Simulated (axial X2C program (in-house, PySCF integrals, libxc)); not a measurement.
# PtSi: bond curves with and without spin–orbit coupling

What are the state, bond length, wavenumber and bond energy of PtSi, and what does spin–orbit coupling change?

Method: all-electron X2C, Pt dyall-cv3z, Si dyall-v3z; program: an in-house X2C program for linear molecules on PySCF integrals.

All values are calculated.

## (1) Input

task.json reads:

```json
{
 "zs": [
  78,
  14
 ],
 "q": 0,
 "bas": [
  "dyall-cv3z",
  "dyall-v3z"
 ],
 "levels": [
  "PBE0",
  "HF",
  "M06"
 ],
 "cc": true,
 "r0": 2.39,
 "thr": -2.0,
 "nmax": 90,
 "npts": 10,
 "nst": 2,
 "ntry": 6
}
```

Keys: zs atomic numbers; q charge; bas basis sets; levels methods (HF also brings MP2); cc coupled cluster on or off; r0 starting distance in Å; thr threshold in hartree for freezing inner shells (an s shell follows its p shell); nmax most natural virtual spinors; npts points asked for on the curve; nst determinants followed; ntry starts of the search.

Started as:

```bash
$ python so2c.py task.json out
```

Spin-free means the one-electron spin-free X2C Hamiltonian; two-component (2c) means X2C with spin–orbit coupling and atomic mean-field two-electron Coulomb and Gaunt terms. Basis: Pt dyall-cv3z contracted to [13s14p9d6f4g], Si dyall-v3z contracted to [8s7p2d1f]; Gaussian nuclei, density fitting. Masses: Pt 194.965 u, Si 27.977 u.

Notation: σ, π±, δ± give the projection m of an orbital's angular momentum (0, ±1, ±2), α and β its spin, Λ and M_S the sums; ω is the projection of a spinor's total angular momentum and Ω the sum. Logs are in hartree.

After this run come: PBE0, spin-free; HF, spin-free; M06, spin-free; MP2 and beyond, spin-free; A higher determinant, spin-free; PBE0, 2c; HF, 2c; M06, 2c; Correlated methods, 2c; A higher determinant, 2c.

**Question.** What will these runs give? Wanted: for each run, Hamiltonian; Re; ωe; De; μ.

**Answer**, as computed:

Lowest determinant found, spin-free: M_S = 0, Λ = 0 (closed shell).

Lowest determinant found, 2c: Ω = 0 (closed shell).

```json
{"Hamiltonian": "spin-free", "level": "PBE0", "Re (Å)": "2.066", "ωe (cm⁻¹)": "562", "De (eV)": "5.06", "μ (D)": "0.83"}
{"Hamiltonian": "spin-free", "level": "HF", "Re (Å)": "2.072", "ωe (cm⁻¹)": "544", "De (eV)": "1.64", "μ (D)": "-0.23"}
{"Hamiltonian": "spin-free", "level": "MP2", "Re (Å)": "2.050", "ωe (cm⁻¹)": "616", "De (eV)": "6.11", "μ (D)": "n/a"}
{"Hamiltonian": "spin-free", "level": "CCSD", "Re (Å)": "2.066", "ωe (cm⁻¹)": "572", "De (eV)": "4.93", "μ (D)": "n/a"}
{"Hamiltonian": "spin-free", "level": "CCSD(T)", "Re (Å)": "2.078", "ωe (cm⁻¹)": "558", "De (eV)": "5.34", "μ (D)": "n/a"}
{"Hamiltonian": "spin-free", "level": "M06", "Re (Å)": "2.094", "ωe (cm⁻¹)": "524", "De (eV)": "4.84", "μ (D)": "1.25"}
{"Hamiltonian": "2c", "level": "PBE0", "Re (Å)": "2.072", "ωe (cm⁻¹)": "554", "De (eV)": "4.81", "μ (D)": "0.72"}
{"Hamiltonian": "2c", "level": "HF", "Re (Å)": "2.076", "ωe (cm⁻¹)": "541", "De (eV)": "1.34", "μ (D)": "-0.33"}
{"Hamiltonian": "2c", "level": "MP2", "Re (Å)": "2.055", "ωe (cm⁻¹)": "606", "De (eV)": "5.77", "μ (D)": "n/a"}
{"Hamiltonian": "2c", "level": "CCSD", "Re (Å)": "2.070", "ωe (cm⁻¹)": "566", "De (eV)": "4.60", "μ (D)": "n/a"}
{"Hamiltonian": "2c", "level": "CCSD(T)", "Re (Å)": "2.082", "ωe (cm⁻¹)": "553", "De (eV)": "5.02", "μ (D)": "n/a"}
{"Hamiltonian": "2c", "level": "M06", "Re (Å)": "2.100", "ωe (cm⁻¹)": "515", "De (eV)": "4.58", "μ (D)": "1.13"}
```

Dipoles are positive if Si is the positive end.

What this shows: At CCSD(T), going from spin-free to two-component changes Re by +4 mÅ, ωe by -0.9 % and De by -0.33 eV; at least one of these shifts is too large to ignore. The bond energy falls because the coupling lowers the separated atoms more than the molecule.

De refers to Pt + Si. Each curve is one determinant whose occupation by symmetry is held fixed; it was picked as the lowest of a PBE0 search that is not exhaustive. The closed shell is kept restricted, so the energy runs too high when the bond is stretched far. De is counted from the lowest determinant-based energies of the atoms at the same level, without counterpoise correction. Coupled cluster ran in a truncated set of natural virtual spinors; the MP2 energy of the rest was added. The meta-GGAs lack a current-density term, which matters for open shells with orbital currents, atoms included. T1 reaches 0.042, well above the customary mark of 0.02.
